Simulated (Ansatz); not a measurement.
# CH3F2NOSi: a ladder of functionals and wavefunction methods

An exercise on one series of results from a longer session: the logs are not shown, and one member is left open.

Method: functionals in def2-TZVPP, the program's frozen cores in correlated methods; program: Ansatz 0.2.0, Gaussian basis.

Levels to be run: PBE-D4, r2SCAN-D4, PBE0-D4, B3LYP-D4, ωB97X-V, ωB97M-V, B2PLYP; CCSD(T)/def2-TZVPP; MP2/def2-QZVPP; extrapolation to the limit.

### Structure used throughout

All runs share one geometry, relaxed beforehand with PBE0-D4 in a triple-zeta def2 set.

SMILES `F[Si]1(F)NCO1`, 9 atoms, charge 0, spin multiplicity 1.

Atoms are counted from 1 here; the program's logs count them from 0.

Bond lengths: F1–Si2 1.573 Å, Si2–F3 1.577 Å, Si2–N4 1.691 Å, Si2–O6 1.642 Å, N4–C5 1.467 Å, N4–H7 1.004 Å, C5–O6 1.443 Å, C5–H8 1.094 Å, C5–H9 1.093 Å. Angles: F1–Si2–F3 103.7°, F1–Si2–N4 118.7°, F1–Si2–O6 115.5°, F3–Si2–N4 119.4°, F3–Si2–O6 116.2°, N4–Si2–O6 83.3°, Si2–N4–C5 87.3°, Si2–N4–H7 134.8°, C5–N4–H7 120.9°, N4–C5–O6 99.1°, N4–C5–H8 113.8°, N4–C5–H9 113.1°, O6–C5–H8 110.3°, O6–C5–H9 109.2°, H8–C5–H9 110.7°, Si2–O6–C5 90.0°.

The first run:

Input file in.yaml:

```yaml
crystal:
  periodic: [false, false, false]
  atoms:
    - {symbol: F, position_ang: [2.082624, -1.229411, 0.509233]}
    - {symbol: Si, position_ang: [0.561318, -0.935882, 0.236878]}
    - {symbol: F, position_ang: [-0.083852, -2.371975, 0.140100]}
    - {symbol: N, position_ang: [0.154357, 0.235937, -0.912008]}
    - {symbol: C, position_ang: [-0.519933, 0.962599, 0.170029]}
    - {symbol: O, position_ang: [-0.154853, 0.112619, 1.277892]}
    - {symbol: H, position_ang: [-0.232064, 0.214511, -1.838056]}
    - {symbol: H, position_ang: [-1.608469, 1.002226, 0.064734]}
    - {symbol: H, position_ang: [-0.110728, 1.962976, 0.334099]}
basis:
  gaussian: {orbitals: def2-TZVPP}
hamiltonian: {xc: pbe, dispersion: d4}
output: {forces: true, orbitals: {seedname: orbitals}}
```

Started as:

```sh
> ansatz run in.yaml --threads 4 --pin off --events-out ev --progress --plain --max-ram 10444MiB
```

Among the steps run: PBE-D4 (GGA); r2SCAN-D4 (meta-GGA); PBE0-D4 (hybrid); B3LYP-D4 (hybrid); ωB97X-V (range-separated); ωB97M-V (range-separated); B2PLYP (double hybrid); CCSD(T) in def2-TZVPP; MP2 in def2-QZVPP.

One table of the session follows, with a row left open; its other results are not shown here.

It belongs to the step «Atomisation energies». 

| method | atomisation energy (kcal/mol) |
| --- | --- |
| PBE-D4 | 940.0 |
| r2SCAN-D4 | 918.5 |
| PBE0-D4 | 914.1 |
| B3LYP-D4 | 912.1 |
| ωB97X-V | 922.1 |
| ωB97M-V | 922.2 |
| B2PLYP | 908.1 |
| HF/def2-TZVPP | 640.7 |
| MP2/def2-TZVPP | ? |
| CCSD/def2-TZVPP | 874.1 |
| CCSD(T)/def2-TZVPP | 890.7 |
| MP2/CBS | 955.6 |
| CCSD(T)/CBS | 921.4 |

**Question.** Estimate the row for MP2/def2-TZVPP.

As computed: atomisation energy (kcal/mol): 925.0. In the column «atomisation energy (kcal/mol)» it lies between ωB97M-V (922.2) and PBE-D4 (940.0).

To keep in mind: Free atoms (2 F, 1 Si, 1 N, 1 C, 1 O, 3 H) were run apart at each level; the atomisation energy is their sum less the molecule, without zero-point or spin-orbit terms.
